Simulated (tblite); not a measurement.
# C6H12GeS: the cost of one run

The runs use tblite 0.8.0 and PySCF 2.14.0, with density-fitted response routines of our own; the level of theory stands in each step. All values are computed, except where a source is named. Atoms count from 0, in the outputs and in this text.

## 1. The molecule as given

20 atoms, charge 0, multiplicity 1; geometry from: force field or distance geometry start.

Bonds of the start (Å): C0–C1 1.32, C1–C2 1.53, C2–C3 1.52, C3–C4 1.52, C4–S5 1.82, S5–Ge6 2.23, C4–C7 1.53, C7–C2 1.53, C0–H8 1.09, C0–H9 1.09, C1–H10 1.09, C2–H11 1.11, C3–H12 1.10, C3–H13 1.12, C4–H14 1.12, Ge6–H15 1.55, Ge6–H16 1.55, Ge6–H17 1.55, C7–H18 1.11, C7–H19 1.11.

## 2. Geometry optimisation with GFN2-xTB

The job: settings as JSON, then the geometry in Å.

```
{"job": {"kind": "relax", "xc": "GFN2-xTB", "basis": "xTB"}, "charge": 0, "multiplicity": 1}
C     -2.946800     1.459400    -0.008100
C     -2.409600     0.250800     0.013600
C     -1.206300    -0.046700     0.910100
C     -0.631400    -1.436400     0.715700
C      0.669700    -0.834700     0.220100
S      2.076100    -1.166100     1.326300
Ge     3.541100    -0.065800     0.051400
C      0.092600     0.571200     0.393500
H     -2.547600     2.268600     0.595300
H     -3.820600     1.652300    -0.635000
H     -2.844400    -0.543000    -0.585800
H     -1.409100     0.193000     1.978700
H     -1.140200    -2.055400    -0.044900
H     -0.518900    -1.980800     1.690000
H      0.865300    -1.086500    -0.848400
H      3.100500     1.413500    -0.064800
H      4.946800    -0.133300     0.708700
H      3.587600    -0.724700    -1.351000
H     -0.016600     1.101600    -0.576900
H      0.606500     1.173900     1.172800
```

Run with:

```bash
> OMP_NUM_THREADS=1 python probes_run.py task.json out
```

One launch serves the whole session: the jobs run in the order shown.

**Question.** How long does this first job take on 1 thread of Arm Neoverse V1, shared host?

About 1.3 s.
